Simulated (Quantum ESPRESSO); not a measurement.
Crystal: Mo.

```
Mo
1.0
    -1.59000    1.59000    1.59000
     1.59000   -1.59000    1.59000
     1.59000    1.59000   -1.59000
Mo
1
Direct
  0.00000 0.00000 0.00000
```

The cell was built by a generator and needn't be a form met in nature.

Base run:

| Item | Value |
| --- | --- |
| Program | Quantum ESPRESSO 7.5 |
| Functional | PBEsol |
| Potentials or basis | GBRV 1.5 PBEsol |
| Cutoff | 612 eV |
| Density cutoff | 4898 eV |
| k mesh | 18 × 18 × 18 |
| Occupations | methfessel-paxton, width 0.1 eV |
| Spin | no spin polarisation |

Its results: band gap on the k mesh none (metal or under the smearing width); pressure -13.0 GPa.

Problem. The run is repeated on the same cell with these changes: functional from PBEsol to PBE; potentials or basis from GBRV 1.5 PBEsol to GBRV 1.5 PBE. What comes out?

Solution. Band gap on the k mesh none (metal or under the smearing width); pressure -5.4 GPa.
